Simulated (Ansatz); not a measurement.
Crystal: CSe2.

```
Se C
1.0
     3.56977   -2.99478    0.00000
     3.56977    2.99478    0.00000
     0.00000    0.00000    9.46265
Se C
4 2
Direct
  0.21242 0.78758 0.87938
  0.78758 0.21242 0.12061
  0.28758 0.71242 0.37938
  0.71242 0.28758 0.62062
  0.00000 0.00000 0.00000
  0.50000 0.50000 0.50000
```

The cell comes from a database or a generator and needn't be the stable form of this composition.

* Program: Ansatz 0.2.0
* Task: relaxation of cell and atoms
* Functional: r2SCAN
* Dispersion: D3(BJ)-ATM
* Potentials or basis: Ansatz PAW
* Cutoff: 500 eV (not typed: the program's choice for these potentials)
* k mesh: 6 × 6 × 3
* Occupations: fermi-dirac, width 0.05 eV
* Spin: no spin polarisation

At the start: volume 33.72 Å³/atom.

Problem. Where does the relaxation end?

Solution. It ends after 8 steps and the volume is 29.25 Å³/atom (-13.3 %); space group Cmce (No. 64, to 0.05 Å).

The path:
```csv
step,energy change (eV),largest force (eV/Å),volume (Å³)
1,0.0000,0.6396,202.32
2,-0.0500,0.2733,190.04
3,-0.0733,0.1755,168.94
4,-0.0798,0.0897,178.96
5,-0.0820,0.0158,176.92
6,-0.0828,0.0050,175.78
7,-0.0829,0.0081,175.49
8,-0.0816,0.0085,175.49
```

Final structure:
```xyz
6
Lattice="3.3431 -2.9409 0.0000 3.3431 2.9409 0.0000 0.0000 0.0000 8.9248" Properties=species:S:1:pos:R:3 pbc="T T T"
Se    3.3431    1.6715    7.8056
Se    3.3431   -1.6715    1.1192
Se    3.3431    1.2694    3.3432
Se    3.3431   -1.2694    5.5816
C     0.0000    0.0000    0.0000
C     3.3431    0.0000    4.4624
```

Caveat: the plane-wave basis is chosen anew once the cell has moved, so the energies of steps on either side of that aren't comparable; the PAW data sets come from PBE, with cores solved anew for the run's functional, which leaves a small shift of forces and pressure.
